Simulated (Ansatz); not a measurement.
**C3H9BSi: one species, many methods**

An exercise on one series of results from a longer session: the logs are not shown, and one member is left open.

The runs use Ansatz 0.2.0, Gaussian basis; functionals in def2-TZVPP, the program's frozen cores in correlated methods.

Levels to be run: PBE-D4, r2SCAN-D4, PBE0-D4, B3LYP-D4, ωB97X-V, ωB97M-V, B2PLYP; CCSD(T)/def2-TZVPP; MP2/def2-QZVPP; extrapolation to the limit.

### The geometry

All runs share one geometry, relaxed beforehand with PBE0-D4 in a triple-zeta def2 set.

SMILES `CC1([SiH3])BC1`, 14 atoms, charge 0, spin multiplicity 1.

Atoms are counted from 1 here; the program's logs count them from 0.

Bond lengths: C1–C2 1.519 Å, C1–H6 1.093 Å, C1–H7 1.095 Å, C1–H8 1.094 Å, C2–Si3 1.858 Å, C2–B4 1.518 Å, C2–C5 1.553 Å, Si3–H9 1.490 Å, Si3–H10 1.488 Å, Si3–H11 1.491 Å, B4–C5 1.522 Å, B4–H12 1.185 Å, C5–H13 1.090 Å, C5–H14 1.087 Å. Angles: C2–C1–H6 111.4°, C2–C1–H7 111.3°, C2–C1–H8 111.3°, H6–C1–H7 108.0°, H6–C1–H8 107.4°, H7–C1–H8 107.2°, C1–C2–Si3 115.3°, C1–C2–B4 121.8°, C1–C2–C5 119.6°, Si3–C2–B4 115.0°, Si3–C2–C5 114.2°, B4–C2–C5 59.4°, C2–Si3–H9 109.9°, C2–Si3–H10 110.6°, C2–Si3–H11 110.7°, H9–Si3–H10 108.8°, H9–Si3–H11 108.2°, H10–Si3–H11 108.6° and more.

The first run:

The input, in.yaml:

```yaml
crystal:
  periodic: [false, false, false]
  atoms:
    - {symbol: C, position_ang: [-1.249072, 0.960815, 0.278546]}
    - {symbol: C, position_ang: [-0.160395, -0.057485, -0.012230]}
    - {symbol: Si, position_ang: [1.380419, 0.110916, 1.012762]}
    - {symbol: B, position_ang: [-0.486790, -1.473510, -0.452192]}
    - {symbol: C, position_ang: [0.095001, -0.508652, -1.475704]}
    - {symbol: H, position_ang: [-1.578804, 0.906667, 1.319178]}
    - {symbol: H, position_ang: [-0.900533, 1.980713, 0.086915]}
    - {symbol: H, position_ang: [-2.127915, 0.795034, -0.351594]}
    - {symbol: H, position_ang: [2.312738, -1.012362, 0.715603]}
    - {symbol: H, position_ang: [1.050450, 0.089757, 2.463542]}
    - {symbol: H, position_ang: [2.080417, 1.390227, 0.703430]}
    - {symbol: H, position_ang: [-0.968591, -2.524446, -0.193764]}
    - {symbol: H, position_ang: [-0.579838, -0.114408, -2.234934]}
    - {symbol: H, position_ang: [1.120010, -0.572463, -1.830856]}
basis:
  gaussian: {orbitals: def2-TZVPP}
hamiltonian: {xc: pbe, dispersion: d4}
output: {forces: true, orbitals: {seedname: orbitals}}
```

The run is started by

```console
$ ansatz run in.yaml --threads 4 --pin off --events-out ev --progress --plain --max-ram 10444MiB
```

Among the steps run: PBE-D4 (GGA); r2SCAN-D4 (meta-GGA); PBE0-D4 (hybrid); B3LYP-D4 (hybrid); ωB97X-V (range-separated); ωB97M-V (range-separated); B2PLYP (double hybrid); CCSD(T) in def2-TZVPP; MP2 in def2-QZVPP.

One table of the session follows, with a row left open; its other results are not shown here.

| method | atomisation energy (kcal/mol) |
| --- | --- |
| PBE-D4 | ? |
| r2SCAN-D4 | 1242.4 |
| PBE0-D4 | 1243.6 |
| B3LYP-D4 | 1237.9 |
| ωB97X-V | 1241.2 |
| ωB97M-V | 1241.0 |
| B2PLYP | 1223.5 |
| HF/def2-TZVPP | 942.3 |
| MP2/def2-TZVPP | 1218.1 |
| CCSD/def2-TZVPP | 1191.3 |
| CCSD(T)/def2-TZVPP | 1205.6 |
| MP2/CBS | 1244.9 |
| CCSD(T)/CBS | 1232.4 |

Q: Estimate the row for PBE-D4 from the others.

As computed: atomisation energy (kcal/mol): 1253.7. In the column «atomisation energy (kcal/mol)» it is the highest.
